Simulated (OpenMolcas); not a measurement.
**Re³⁺ among point charges: CASSCF and CASPT2 levels and susceptibility**

How does a field of 6 point charges split the states of Re³⁺, and what χT follows?

Method: state-averaged CASSCF and CASPT2, spin-orbit coupling by RASSI with atomic mean-field integrals. Code: OpenMolcas 26.06.

### 1 The system

```
Species                           : Re³⁺ (rhenium, Z = 75, 72 electrons)
Basis                             : ANO-RCC-VDZP [7s6p4d2f1g], 68 functions
Scalar Hamiltonian                : DKH2, point nucleus
Inactive shells                   : 1s 2s 2p 3s 3p 3d 4s 4p 4d 4f 5s 5p
Active space                      : 4 electrons in 5 orbitals (5d)
Some configurations of this space : 5d⁴
Orbitals                          : optimised for each spin and parity, averaged over all roots
```

The outer shells:

5d4
```
5d [↑ ][↑ ][↑ ][↑ ][  ]
```

The ion sits among 6 point charges of -1.7 e arranged as a trigonal prism (D3h), 2.16 Å from the ion, with a polar angle of 55.5° against the regular 49.1°.

Each step is its own input file, run in one work folder so that later steps find the files of earlier ones. Labels, J, g values, rates, χT and fits are worked out afterwards by a script from the matrices that RASSI stores.

### 2 GATEWAY and SEWARD: basis and integrals

a.inp reads:

```
&GATEWAY
Coord
1

Re 0.0 0.0 0.0
Basis=ANO-RCC-VDZP
Group=NoSym
NoMove
AngMom=0.0 0.0 0.0
AMFI
XField
6 Angstrom 0
1.779749 0.000000 1.223966 -1.700000
-0.889875 1.541308 1.223966 -1.700000
-0.889875 -1.541308 1.223966 -1.700000
1.779749 0.000000 -1.223966 -1.700000
-0.889875 1.541308 -1.223966 -1.700000
-0.889875 -1.541308 -1.223966 -1.700000
&SEWARD
```

Command:

```
$ OMP_NUM_THREADS=1 MOLCAS_MEM=1689 MOLCAS_PROJECT=a pymolcas a.inp > a.log
```

### 3 CASSCF: quintets, 5 roots

a.inp reads:

```
&RASSCF
FileOrb=start.orb
Symmetry=1
Spin=5
nActEl=4 0 0
Inactive=34
Ras2=5
CIRoot=5 5 1
SDav=5
CIMx=300
Iter=120 100
PrWF=0.3
OrbListing=Nothing
MaxOrb=0
>>> COPY $Project.JobIph JOB001
```

start.orb holds the contracted functions of the basis, ordered by shell, or the orbitals of the step before.

### 4 CASSCF: triplets, 45 roots

a.inp reads:

```
&RASSCF
FileOrb=start.orb
Symmetry=1
Spin=3
nActEl=4 0 0
Inactive=34
Ras2=5
CIRoot=45 45 1
SDav=45
CIMx=300
Iter=120 100
PrWF=0.3
OrbListing=Nothing
MaxOrb=0
>>> COPY $Project.JobIph JOB002
```

### 5 Reference wave functions, singlets, 50 roots

a.inp reads:

```
&RASSCF
FileOrb=start.orb
Symmetry=1
Spin=1
nActEl=4 0 0
Inactive=34
Ras2=5
CIRoot=50 50 1
SDav=50
CIMx=300
Iter=120 100
PrWF=0.3
OrbListing=Nothing
MaxOrb=0
>>> COPY $Project.JobIph JOB003
```

### 6 RASSI: spin-orbit coupling between the states

a.inp reads:

```
&RASSI
NrOfJobIphs=3 5 45 50
1 2 3 4 5
1 2 3 4 5 6 7 8 9 10 11 12 13 14 15 16 17 18 19 20 21 22 23 24 25 26 27
28 29 30 31 32 33 34 35 36 37 38 39 40 41 42 43 44 45
1 2 3 4 5 6 7 8 9 10 11 12 13 14 15 16 17 18 19 20 21 22 23 24 25 26 27
28 29 30 31 32 33 34 35 36 37 38 39 40 41 42 43 44 45 46 47 48 49 50
IphNames
JOB001
JOB002
JOB003
EJob
SpinOrbit
DIPRint=1.0
SOCoupling=1000.0
Subsets=2
Property=9
'ANGMOM' 1 'ANGMOM' 2 'ANGMOM' 3 'MLTPL  1' 1 'MLTPL  1' 2 'MLTPL  1' 3
'AMFI' 1 'AMFI' 2 'AMFI' 3
SOProperty=3
'ANGMOM' 1 'ANGMOM' 2 'ANGMOM' 3
```

### 7 CASPT2: IPEA 0.25, imaginary shift 0.1 (closed shells correlated: 4f 5s 5p)

a.inp reads:

```
>>> COPY JOB001 $Project.JobIph
&CASPT2
Multistate=5 1 2 3 4 5
NoMult
Frozen=23
IPEA=0.25
Imaginary=0.1
MaxIter=60
WThr=0.0 0.3 0.05
PrWF=0.5
NoMix
>>> COPY JOB002 $Project.JobIph
&CASPT2
Multistate=45 1 2 3 4 5 6 7 8 9 10 11 12 13 14 15 16 17 18 19 20 21 22
23 24 25 26 27 28 29 30 31 32 33 34 35 36 37 38 39 40 41 42 43 44 45
NoMult
Frozen=23
IPEA=0.25
Imaginary=0.1
MaxIter=60
WThr=0.0 0.3 0.05
PrWF=0.5
NoMix
>>> COPY JOB003 $Project.JobIph
&CASPT2
Multistate=50 1 2 3 4 5 6 7 8 9 10 11 12 13 14 15 16 17 18 19 20 21 22
23 24 25 26 27 28 29 30 31 32 33 34 35 36 37 38 39 40 41 42 43 44 45 46
47 48 49 50
NoMult
Frozen=23
IPEA=0.25
Imaginary=0.1
MaxIter=60
WThr=0.0 0.3 0.05
PrWF=0.5
NoMix
```

(Steps that only read results are left out.)

Q: Predict the outcome of this session. Wanted: spin-free ground state; first state of the same spin within the active space; lowest level; next level.

**Answer**, as computed:

| quantity | value |
| --- | --- |
| method | SS-CASPT2, IPEA 0.25, imaginary shift 0.1 (closed shells correlated: 4f 5s 5p) |
| spin-free ground state | 5E, 2-fold in its orbital part |
| first state of the same spin within the active space | 5E at 4240 cm⁻¹ |
| lowest level | 1-fold A1 |
| next level | 2810.8 cm⁻¹ |
| χT at 300 K | 0.11 cm³ K/mol |
| effective moment at 300 K | 0.95 μB |

Cost by method:

```tsv
method	time of its own steps	time with the reference
A. CASSCF	65 s	65 s
B. SS-CASPT2, IPEA 0.25, imaginary shift 0.1, +4f 5s 5p	64 s	2.2 min
```

Times are of one thread on a shared host.

The spin-free ground state (5E) comes to 100 % from free-ion D terms and keeps the highest spin of the shell. χT at 300 K is 0.11, against 3.01 cm³ K/mol for the spin alone, so spin-orbit coupling lowers it. An active space of the d shell alone favours high spin; real ions in strong fields can be low spin. CASPT2 does not keep the components of a term degenerate, and the means are used. The field of point charges can differ much from that of real complexes. With metal d orbitals alone active, the gaps between spin states are rough; where two lie within a few thousand cm-1, their order is open. This is an electrostatic model: the charges have no orbitals.
